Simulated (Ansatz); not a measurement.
# C2H7BFNSn: the cost of one run

All numbers below are computed with Ansatz 0.2.0 (RKS B3LYP-D4/def2-SVP).

### 1 The system as given

Bond lengths: C1–Sn2 2.174 Å, Sn2–N3 2.097 Å, N3–C4 1.461 Å, N3–B5 1.577 Å, C4–B5 1.531 Å, B5–F6 1.470 Å, C1–H7 1.062 Å, C1–H8 1.092 Å, C1–H9 1.092 Å, Sn2–H10 1.760 Å, Sn2–H11 1.771 Å, C4–H12 1.057 Å, C4–H13 1.215 Å. Angles (14 of 24 angles, heavy atoms first): C1–Sn2–N3 110.4°, Sn2–N3–C4 107.2°, Sn2–N3–B5 104.5°, C4–N3–B5 60.4°, N3–C4–B5 63.6°, N3–B5–C4 56.1°, N3–B5–F6 151.8°, C4–B5–F6 151.7°, C1–Sn2–H10 108.6°, C1–Sn2–H11 109.3°, N3–Sn2–H10 110.7°, N3–Sn2–H11 109.1°, Sn2–C1–H7 110.0°, Sn2–C1–H8 106.5°.

Coordinates:

```xyz
13

C     0.5265   -2.2018   -0.3508
Sn    0.2474   -0.4901    0.9603
N    -1.2136    0.7978    0.1820
C    -0.6459    1.4272   -1.0082
B    -0.5716    2.2341    0.2912
F    -0.1148    3.3936    1.0710
H     1.2687   -2.8482    0.0486
H    -0.4533   -2.6699   -0.4638
H     0.8044   -1.7775   -1.3182
H     1.7881    0.3451    1.1275
H    -0.2678   -1.0551    2.5577
H     0.2497    1.0299   -1.4061
H    -1.5973    1.7802   -1.6765
```

### 2 Relaxing end A

input.yaml

```yaml
crystal:
  periodic: [false, false, false]
  atoms:
    - { symbol: C, position_ang: [0.5265, -2.2018, -0.3508] }
    - { symbol: Sn, position_ang: [0.2474, -0.4901, 0.9603] }
    - { symbol: "N", position_ang: [-1.2136, 0.7978, 0.182] }
    - { symbol: C, position_ang: [-0.6459, 1.4272, -1.0082] }
    - { symbol: B, position_ang: [-0.5716, 2.2341, 0.2912] }
    - { symbol: F, position_ang: [-0.1148, 3.3936, 1.071] }
    - { symbol: H, position_ang: [1.2687, -2.8482, 0.0486] }
    - { symbol: H, position_ang: [-0.4533, -2.6699, -0.4638] }
    - { symbol: H, position_ang: [0.8044, -1.7775, -1.3182] }
    - { symbol: H, position_ang: [1.7881, 0.3451, 1.1275] }
    - { symbol: H, position_ang: [-0.2678, -1.0551, 2.5577] }
    - { symbol: H, position_ang: [0.2497, 1.0299, -1.4061] }
    - { symbol: H, position_ang: [-1.5973, 1.7802, -1.6765] }
basis:
  gaussian: { orbitals: def2-SVP }
hamiltonian:
  xc: b3lyp
  dispersion: d4
relax:
  f_tol: 0.015
  max_steps: 40
```

Launch:

```bash
> ansatz run input.yaml --threads 2 --pin off --max-ram 3072MiB --backend cpu --events-out ev --progress --plain --runs-dir out
```

What time and memory should one allow on 2 threads of Arm Neoverse V2, shared host?

About 2.4 min, with a peak of 0.39 GiB.
